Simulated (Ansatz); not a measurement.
# MgO: a scan of SCF settings

Wanted: the cost and the effect of other mixers, smearings and limits on one cell of MgO. MgO is taken in its experimental structure (space group Fm-3m), 2 atoms in the cell. Source: COD entry 9006763; the sample's temperature and pressure aren't taken into account.

The COD cell was measured well above room temperature, so it is larger than a cold one.

Method: DFT PBE, PAW, plane waves, scalar-relativistic, in Ansatz 0.2.0.

**1. The system as given**

The structure is cubic, space group Fm-3m (No. 225). The conventional cell has a = 4.319 Å, b = 4.319 Å, c = 4.319 Å, α = 90.00°, β = 90.00°, γ = 90.00°. Around Mg (site symmetry m-3m) lie 6 O at 2.16 Å. Around O (site symmetry m-3m) lie 6 Mg at 2.16 Å.

Structure file:

```cif
data_structure
_symmetry_space_group_name_H-M 'Fm-3m'
_symmetry_Int_Tables_number 225
_cell_length_a 4.3190
_cell_length_b 4.3190
_cell_length_c 4.3190
_cell_angle_alpha 90.000
_cell_angle_beta 90.000
_cell_angle_gamma 90.000
_cell_volume 80.57
loop_
_atom_site_label
_atom_site_type_symbol
_atom_site_symmetry_multiplicity
_atom_site_Wyckoff_symbol
_atom_site_fract_x
_atom_site_fract_y
_atom_site_fract_z
_atom_site_occupancy
Mg1 Mg 4 a 0.00000 0.00000 0.00000 1
O1 O 4 b 0.50000 0.00000 0.00000 1
```

In tables a label like O2 counts atoms in the order of input.yaml; a structure file may count by element.

After the default run come: Fermi–Dirac smearing, width 0.05 eV; 2 bands beyond the filled ones; Broyden, β 0.5, history 3, no preconditioner; cold smearing, width 0.05 eV; density-residual threshold 1e-11 eV; Anderson, β 0.2, history 4, no preconditioner; Anderson, β 0.02, history 4, no preconditioner; one k-point (Gamma), no switch to direct minimisation; linear mixing, β 0.4, Kerker.

The search for lower states is off throughout, and inputs that name a mixer don't switch to direct minimisation unless they say so. Spin polarisation is off.

**2. Default SCF settings**

input.yaml

```yaml
crystal:
  lattice:
    - [0.0, 2.1595, 2.1595]
    - [2.1595, 0.0, 2.1595]
    - [2.1595, 2.1595, 0.0]
  atoms:
    - { symbol: Mg, position: [0.0, 0.0, 0.0] }
    - { symbol: O, position: [0.5, 0.5, 0.5] }
hamiltonian:
  xc: pbe
  pseudopotentials: { kind: paw }
basis:
  ecutwfc: 420
kpoints:
  mp_grid: { grid: [9, 9, 9] }
scf:
  occupations: { method: fermi_dirac, width: 0.05 }
  lower_state_search: "off"
output:
  forces: true
  stress: true
  write_density: true
  write_potential: true
  elf: true
  volumetric_format: npy
```

Launch:

```console
> ansatz run input.yaml --threads 2 --pin off --max-ram 5120MiB --backend cpu --events-out ev --progress --plain --runs-dir out
```

After this run come: Fermi–Dirac smearing, width 0.05 eV; 2 bands beyond the filled ones; Broyden, β 0.5, history 3, no preconditioner; Cold smearing, width 0.05 eV; Density-residual threshold 1e-11 eV; Anderson, β 0.2, history 4, no preconditioner; Anderson, β 0.02, history 4, no preconditioner; One k-point (Gamma), no switch to direct minimisation; Linear mixing, β 0.4, Kerker.

Q: What does this run give, and which of the planned changes alter effort or result? Wanted: largest shift of the free energy by occupations, cutoff, mesh or field.

As calculated:

| quantity | value |
| --- | --- |
| default run | 6 iterations, with a gap of 4.05 eV on the k-mesh |
| fewest iterations to that state among the runs shown | 5 (Broyden, β 0.5, history 3, no preconditioner) |
| most iterations to it | 7 (linear mixing, β 0.4, Kerker) |
| runs that end in another state, among changes of path alone | 0 |
| largest shift of the free energy by occupations, cutoff, mesh or field | +5143 meV/atom (one k-point (Gamma), no switch to direct minimisation) |

7 runs solve the same problem and reach the default's state, in 5 to 7 iterations: there the settings change the path, not the answer. Occupations, cutoff, mesh and fields change the problem that is solved, not just the path; the largest shift here is that of “one k-point (Gamma), no switch to direct minimisation”. Other settings tried on this cell gave no result: negative smearing width (input refused). Counts include iterations that the program adds to test a close, so a difference of one or two ranks nothing. The starting density is a sum of atomic densities corrected by a trained network, so it is already close to self-consistency.

These are semilocal Kohn-Sham gaps, which aren't the measured quantity. Such gaps usually fall short of the measured ones.
